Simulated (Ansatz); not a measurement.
# C2H11NSi3: the cost of one run

Program: Ansatz 0.2.0. Level of theory: RKS PBE-D4/6-31G*. These are calculated values, not measurements.

**1. The starting structure**

Bond lengths (14 of 17 bonds, heavy atoms first): N1–Si2 1.719 Å, Si2–Si3 2.355 Å, Si3–C4 1.819 Å, C4–C5 1.448 Å, C4–Si6 1.813 Å, C5–Si6 2.235 Å, N1–H7 0.970 Å, N1–H8 1.021 Å, Si2–H9 1.524 Å, Si2–H10 1.471 Å, Si3–H11 1.448 Å, Si3–H12 1.522 Å, C4–H13 1.170 Å, C5–H14 1.134 Å. Angles (14 of 33 angles, heavy atoms first): N1–Si2–Si3 114.3°, Si2–Si3–C4 115.8°, Si3–C4–C5 122.8°, Si3–C4–Si6 117.1°, C5–C4–Si6 85.8°, C4–C5–Si6 54.0°, C4–Si6–C5 40.2°, N1–Si2–H9 105.6°, N1–Si2–H10 103.6°, Si3–Si2–H9 111.6°, Si3–Si2–H10 112.3°, Si2–N1–H7 109.7°, Si2–N1–H8 106.2°, Si2–Si3–H11 107.7°.

Its coordinates follow in the input file.

**2. End point A**

The input, input.yaml:

```yaml
crystal:
  periodic: [false, false, false]
  atoms:
    - { symbol: "N", position_ang: [0.9275, -2.4539, -0.6423] }
    - { symbol: Si, position_ang: [1.7243, -0.9422, -0.4596] }
    - { symbol: Si, position_ang: [0.4319, 0.9178, -1.1032] }
    - { symbol: C, position_ang: [-0.9532, 1.3374, -0.0021] }
    - { symbol: C, position_ang: [-0.7766, 1.6251, 1.4057] }
    - { symbol: Si, position_ang: [-2.0149, -0.0255, 0.547] }
    - { symbol: H, position_ang: [1.4104, -3.1397, -0.1546] }
    - { symbol: H, position_ang: [0.9401, -2.6639, -1.6417] }
    - { symbol: H, position_ang: [2.1267, -0.8647, 1.0083] }
    - { symbol: H, position_ang: [2.938, -1.0891, -1.2771] }
    - { symbol: H, position_ang: [-0.0602, 0.671, -2.443] }
    - { symbol: H, position_ang: [1.3603, 2.1224, -1.1528] }
    - { symbol: H, position_ang: [-1.6387, 2.1184, -0.5404] }
    - { symbol: H, position_ang: [-1.5858, 2.1276, 2.0208] }
    - { symbol: H, position_ang: [-0.1179, 1.0025, 2.0311] }
    - { symbol: H, position_ang: [-3.3383, 0.3603, 1.1055] }
    - { symbol: H, position_ang: [-1.3926, -1.1041, 1.3385] }
basis:
  gaussian: { orbitals: "6-31G*" }
hamiltonian:
  xc: pbe
  dispersion: d4
relax:
  f_tol: 0.015
  max_steps: 40
output:
  orbitals: {}
```

Run with:

```sh
$ ansatz run input.yaml --threads 2 --pin off --max-ram 3072MiB --backend cpu --events-out ev --progress --plain --runs-dir out
```

Q: Estimate wall time and peak memory on 2 threads of Arm Neoverse N1, shared host.

About 2.5 min, with a peak of 0.2 GiB.
